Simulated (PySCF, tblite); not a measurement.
# H₄HfO₃S, a small molecule taken as a stand-in for a surface group (hafnium hydroxide): NMR shifts, core binding energies and electronic excitations, part 2 of 2

tblite 0.8.0 and PySCF 2.14.0. Atoms count from 0, parts from 1. The steps go on from the part before.

### 5 Core-electron binding energies: SCAN, X2C

The job: settings as JSON, then the geometry in Å.

```
{"job": {"kind": "xps", "holes": 5}, "charge": 0, "multiplicity": 1}
O      1.177790    -1.251065     0.754780
Hf    -0.132237    -0.082300    -0.023555
O     -0.419657     1.405919     1.157222
O     -1.749224    -1.010033    -0.475520
S      0.733433     0.776775    -2.180876
H      1.806212    -1.857243     1.139013
H     -0.604703     2.113135     1.770123
H     -2.565235    -1.500477    -0.545395
H      1.797813     1.382227    -1.604362
```

Method: delta-SCF UKS SCAN, pcX-2 on the ionised atom, pcseg-1 elsewhere (x2c-SVPall past Kr), spin-free X2C.

What it wrote:

```text
ground state, core basis on atom 0 (O), 177 functions
  cycle   1  E = -15707.04787274  |g| = 1.46e+00
  cycle   2  E = -15703.98985572  |g| = 4.14e+00
  cycle   3  E = -15707.37857898  |g| = 4.62e-01
  cycle   4  E = -15707.43189489  |g| = 1.94e-01
  cycle   5  E = -15707.43879315  |g| = 8.05e-02
  cycle   6  E = -15707.43998496  |g| = 3.79e-02
  cycle   7  E = -15707.44024960  |g| = 6.87e-03
  cycle   8  E = -15707.44025292  |g| = 4.15e-03
  cycle   9  E = -15707.44026519  |g| = 9.11e-04
  cycle  10  E = -15707.44026609  |g| = 3.16e-04
  E(ground) = -15707.73430474 Eh
hole in O 1s of atom 0
  cycle   1  E = -15686.84003210  |g| = 2.23e+00
  cycle   2  E = -15684.52727785  |g| = 2.59e+00
  cycle   3  E = -15687.21700262  |g| = 8.95e-01
  cycle   4  E = -15687.50702307  |g| = 5.98e-01
  cycle   5  E = -15687.62888176  |g| = 3.06e-01
  cycle   6  E = -15687.66943829  |g| = 1.05e-01
  cycle   7  E = -15687.67291090  |g| = 5.24e-02
  cycle   8  E = -15687.67459447  |g| = 1.10e-02
  cycle   9  E = -15687.67465327  |g| = 2.84e-03
  cycle  10  E = -15687.67465396  |g| = 2.41e-03
  cycle  11  E = -15687.67465690  |g| = 8.47e-04
  cycle  12  E = -15687.67465272  |g| = 1.79e-04
  E(ion) = -15687.97020178 Eh   <S^2> = 0.7617   hole on atom = 1.000   binding energy = 537.809 eV
ground state, core basis on atom 2 (O), 177 functions
  cycle   1  E = -15707.43730679  |g| = 1.35e-01
  cycle   2  E = -15707.42929484  |g| = 2.27e-01
  cycle   3  E = -15707.43877627  |g| = 4.41e-02
  cycle   4  E = -15707.43911185  |g| = 1.51e-02
  cycle   5  E = -15707.43915736  |g| = 3.48e-03
  cycle   6  E = -15707.43915340  |g| = 4.47e-04
  E(ground) = -15707.73434454 Eh
hole in O 1s of atom 2
  cycle   1  E = -15686.83723891  |g| = 2.23e+00
  cycle   2  E = -15684.52043413  |g| = 2.59e+00
  cycle   3  E = -15687.21380026  |g| = 8.96e-01
  cycle   4  E = -15687.50654637  |g| = 5.97e-01
  cycle   5  E = -15687.62699984  |g| = 3.07e-01
  cycle   6  E = -15687.66753402  |g| = 1.06e-01
  cycle   7  E = -15687.67107135  |g| = 5.26e-02
  cycle   8  E = -15687.67276510  |g| = 1.11e-02
  cycle   9  E = -15687.67282344  |g| = 2.99e-03
  cycle  10  E = -15687.67282888  |g| = 2.53e-03
  cycle  11  E = -15687.67282588  |g| = 8.24e-04
  cycle  12  E = -15687.67282860  |g| = 1.78e-04
  E(ion) = -15687.96984452 Eh   <S^2> = 0.7617   hole on atom = 1.000   binding energy = 537.819 eV
ground state, core basis on atom 3 (O), 177 functions
  cycle   1  E = -15707.43835829  |g| = 1.35e-01
  cycle   2  E = -15707.43033478  |g| = 2.27e-01
  cycle   3  E = -15707.43982080  |g| = 4.44e-02
  cycle   4  E = -15707.44014629  |g| = 1.73e-02
  cycle   5  E = -15707.44021223  |g| = 3.46e-03
  cycle   6  E = -15707.44021565  |g| = 5.59e-04
  cycle   7  E = -15707.44020814  |g| = 1.61e-04
  E(ground) = -15707.73447800 Eh
hole in O 1s of atom 3
  cycle   1  E = -15686.83461243  |g| = 2.23e+00
  cycle   2  E = -15684.42751481  |g| = 2.62e+00
  cycle   3  E = -15687.21013222  |g| = 8.93e-01
  cycle   4  E = -15687.49827701  |g| = 6.18e-01
  cycle   5  E = -15687.62814221  |g| = 2.97e-01
  cycle   6  E = -15687.66361306  |g| = 1.05e-01
  cycle   7  E = -15687.66717468  |g| = 5.38e-02
  cycle   8  E = -15687.66901402  |g| = 9.22e-03
  cycle   9  E = -15687.66904845  |g| = 2.09e-03
  cycle  10  E = -15687.66904942  |g| = 1.12e-03
  cycle  11  E = -15687.66905397  |g| = 5.76e-04
  cycle  12  E = -15687.66905262  |g| = 3.30e-04
  E(ion) = -15687.96477669 Eh   <S^2> = 0.7618   hole on atom = 1.000   binding energy = 537.961 eV
ground state, core basis on atom 4 (S), 188 functions
  cycle   1  E = -15707.55163080  |g| = 4.13e-01
  cycle   2  E = -15707.54600283  |g| = 1.87e-01
  cycle   3  E = -15707.53091887  |g| = 3.28e-01
  cycle   4  E = -15707.55321448  |g| = 1.49e-02
  cycle   5  E = -15707.55326724  |g| = 6.98e-03
  cycle   6  E = -15707.55327395  |g| = 1.99e-03
  cycle   7  E = -15707.55327834  |g| = 6.35e-04
  cycle   8  E = -15707.55327717  |g| = 1.98e-04
  E(ground) = -15707.83750320 Eh
hole in S 2p of atom 4
  cycle   1  E = -15700.89418453  |g| = 1.52e+00
  cycle   2  E = -15699.14739017  |g| = 1.80e+00
  cycle   3  E = -15700.64322688  |g| = 1.18e+00
  cycle   4  E = -15701.30158364  |g| = 2.39e-01
  cycle   5  E = -15701.33845954  |g| = 7.72e-02
  cycle   6  E = -15701.33930528  |g| = 6.13e-02
  cycle   7  E = -15701.34053161  |g| = 2.64e-02
  cycle   8  E = -15701.34081104  |g| = 6.49e-03
  cycle   9  E = -15701.34082778  |g| = 2.75e-03
  cycle  10  E = -15701.34082768  |g| = 8.69e-04
  cycle  11  E = -15701.34082972  |g| = 4.73e-04
  E(ion) = -15701.63165069 Eh   <S^2> = 0.7539   hole on atom = 1.001   binding energy = 168.870 eV
  2p3/2 = 168.325 eV   2p1/2 = 169.562 eV
```

Wall time 71 s (1 thread of Arm Neoverse N1, shared host); peak memory 0.52 GiB.

Atoms past Kr, which the light-atom basis doesn't hold, take an all-electron relativistic set.

The holes in one table. −ε is the ground-state orbital energy:

```
     hole  stands for             environment  ΔSCF (eV; 2p as the shell's mean)  −ε (eV)   ⟨S²⟩
O1s on O0          O0  oxygen bonded to Hf, H                             537.81    516.5  0.762
O1s on O2          O2  oxygen bonded to Hf, H                             537.82    516.6  0.762
O1s on O3          O3  oxygen bonded to Hf, H                             537.96    516.7  0.762
S2p on S4          S4  sulfur bonded to Hf, H                             168.74    157.3  0.754
```

With the spin-orbit splitting: S4 2p3/2 168.33, 2p1/2 169.56 eV. The table gives each 2p level as the mean over the whole 2p shell (two parts 2p3/2, one part 2p1/2), which differs a little from the single hole in the log.

### 6 Ultraviolet spectrum: CAM-B3LYP/def2-SVPD

Settings changed since step 5:

```diff
@@ -1,2 +1,2 @@
-{"job": {"kind": "xps", "holes": 5}, "charge": 0, "multiplicity": 1}
+{"job": {"kind": "uv", "xc": "CAM-B3LYP", "basis": "def2-SVPD", "nstates": 6, "ntriplets": 2, "ip": true}, "charge": 0, "multiplicity": 1}
 O      1.177790    -1.251065     0.754780
```

With the program's defaults for keys left out, this is: TDDFT CAM-B3LYP/def2-SVPD, vertical, gas phase, core orbitals frozen in the response.

What it wrote:

```text
coarse grid: 40584 points
cycle   1  E = -673.8112048454  dE = -1.261e+01  |g| = 1.297e+00  |ddm| = 8.013e+00
cycle   2  E = -673.6105817142  dE =  2.006e-01  |g| = 1.699e+00  |ddm| = 2.349e+00
cycle   3  E = -674.1609062281  dE = -5.503e-01  |g| = 1.829e-01  |ddm| = 1.193e+00
cycle   4  E = -674.1678862456  dE = -6.980e-03  |g| = 5.696e-02  |ddm| = 2.368e-01
cycle   5  E = -674.1687720716  dE = -8.858e-04  |g| = 1.002e-02  |ddm| = 8.152e-02
cycle   6  E = -674.1688059886  dE = -3.392e-05  |g| = 2.475e-03  |ddm| = 2.033e-02
cycle   7  E = -674.1688087576  dE = -2.769e-06  |g| = 6.984e-04  |ddm| = 5.856e-03
final grid: 82232 points
cycle   8  E = -674.1687752662  dE = -1.952e-07  |g| = 6.692e-04  |ddm| = 2.696e-03
cycle   9  E = -674.1687752248  dE =  4.134e-08  |g| = 8.692e-04  |ddm| = 1.554e-03
cycle  10  E = -674.1687753722  dE = -1.473e-07  |g| = 1.145e-04  |ddm| = 7.036e-04
cycle  11  E = -674.1687753752  dE = -3.056e-09  |g| = 1.695e-05  |ddm| = 1.382e-04
cycle  12  E = -674.1687753755  dE = -2.569e-10  |g| = 6.770e-06  |ddm| = 5.972e-05
converged SCF energy = -674.1687753755

Static polarisability (au): isotropic 73.898, principal 69.436 69.641 82.618

Singlet excitations
state   eV       nm        f      main configurations
  1   5.4842    226.1   0.00260   H->L+1 0.82, H->L 0.09
  2   5.8225    212.9   0.03863   H->L 0.60, H->L+4 0.27
  3   6.3397    195.6   0.04826   H->L+5 0.72, H-1->L+1 0.18
  4   6.4414    192.5   0.00023   H->L+6 0.61, H->L+4 0.13, H->L 0.09
  5   6.6830    185.5   0.00566   H-1->L+1 0.51, H-1->L 0.25, H->L+5 0.10
  6   6.8975    179.8   0.00038   H->L+6 0.26, H->L+7 0.25, H-1->L+5 0.14

Triplet excitations (Tamm-Dancoff, eV): 5.2079 5.6358
Vertical ionisation energy (delta-SCF) = 9.2719 eV
```

Run time: 95 s. Hardware: 1 thread of Arm Neoverse N1, shared host; peak memory 0.83 GiB.

Frontier orbitals and where they lie:

```
orbital      eV                       atoms
 HOMO−3  -11.00   O0 46 %, O3 23 %, O2 12 %
 HOMO−2  -10.64   O0 36 %, O2 34 %, O3 18 %
 HOMO−1   -9.41   S4 74 %, Hf1 14 %, H8 6 %
   HOMO   -8.32    S4 80 %, Hf1 8 %, H8 7 %
   LUMO    0.20   Hf1 52 %, S4 15 %, O3 8 %
 LUMO+1    0.91  Hf1 57 %, S4 15 %, O3 13 %
 LUMO+2    0.94  Hf1 52 %, O3 17 %, H7 10 %
```

With each of the 6 states as a Gaussian band of 0.4 eV half-width at 1/e, the curve within the window shown has maxima at 199 nm (ε 2,400) L/(mol cm). Beyond the last state computed it falls off for lack of states. The curve at chosen wavelengths:

| nm | ε (L/mol/cm) |
| --- | --- |
| 172 | 73 |
| 175 | 169 |
| 178 | 345 |
| 182 | 744 |
| 185 | 1159 |
| 188 | 1612 |
| 191 | 2016 |
| 195 | 2355 |
| 198 | 2439 |
| 201 | 2418 |
| 204 | 2345 |
| 208 | 2211 |
| 211 | 2079 |
| 214 | 1902 |
| 217 | 1676 |
| 221 | 1322 |
| 224 | 1048 |
| 227 | 794 |
| 230 | 577 |
| 234 | 356 |
| 237 | 239 |
| 240 | 156 |
| 243 | 99 |
| 247 | 53 |
| 250 | 32 |
| 253 | 19 |

Further results of this job:

```
           property  computed
  dipole moment (D)      3.39
polarisability (Å³)     10.95
 HOMO–LUMO gap (eV)      8.52
      −ε(HOMO) (eV)      8.32
```

### 7 What came out

What follows sums up all 2 parts.

```
                                                                       quantity                               value
                                           rotational constants (main isotopes)                2.73, 1.68, 1.64 GHz
1H shifts against TMS (PBE0/def2-SVP+pcSseg-1, means over atoms taken as alike)                2.77, 2.45, 1.38 ppm
                                17O shifts against H2O (PBE0/def2-SVP+pcSseg-1)             181.7, 169.1, 167.7 ppm
                                33S shifts against CS2 (PBE0/def2-SVP+pcSseg-1)                            -100 ppm
                                          surface potential, 1st and 99th percentile                  -1.35 V and 2.47 V
                                               O1s binding energies, SCAN/pcX-2  O3 537.96, O2 537.82, O0 537.81 eV
                                               S2p binding energies, SCAN/pcX-2                        S4 168.74 eV
                                           lowest singlet (CAM-B3LYP/def2-SVPD)         5.48 eV (226 nm), f = 0.003
                                       brightest single state of those computed         state 3, 6.34 eV, f = 0.048
                                                                 lowest triplet                             5.21 eV
                                              vertical ionisation energy (ΔSCF)                             9.27 eV
```

In words: The optimisation took 24 steps and gained 1.121 eV; among the close pairs (by a distance rule), Hf1–H7 changed most, from 2.386 to 2.864 Å (PBE0/def2-SVP). No frequency check was run at this level, so the end point may be a saddle. At PBE0/def2-SVP+pcSseg-1: Shielding is most anisotropic at S4 (span 370 ppm, paramagnetic term -462 ppm). O3 (oxygen bonded to Hf, H) binds its O1s electron 0.15 eV more tightly than O0 (oxygen bonded to Hf, H). The lowest singlet, at 5.48 eV, is HOMO→LUMO+1 0.82, HOMO→LUMO 0.09 and is weak; of the 6 states computed, the strongest absorption comes from state 3 at 6.34 eV. The lowest triplet lies 0.28 eV below the lowest singlet (triplets in Tamm-Dancoff, singlets in full TDDFT). Spin-orbit coupling, left out, mixes singlets and triplets in elements this heavy. ΔSCF puts the ionisation energy at 9.27 eV, 0.95 eV above −ε(HOMO). Spin-orbit coupling is left out, which matters for shieldings and couplings at and beside the heavy atoms.
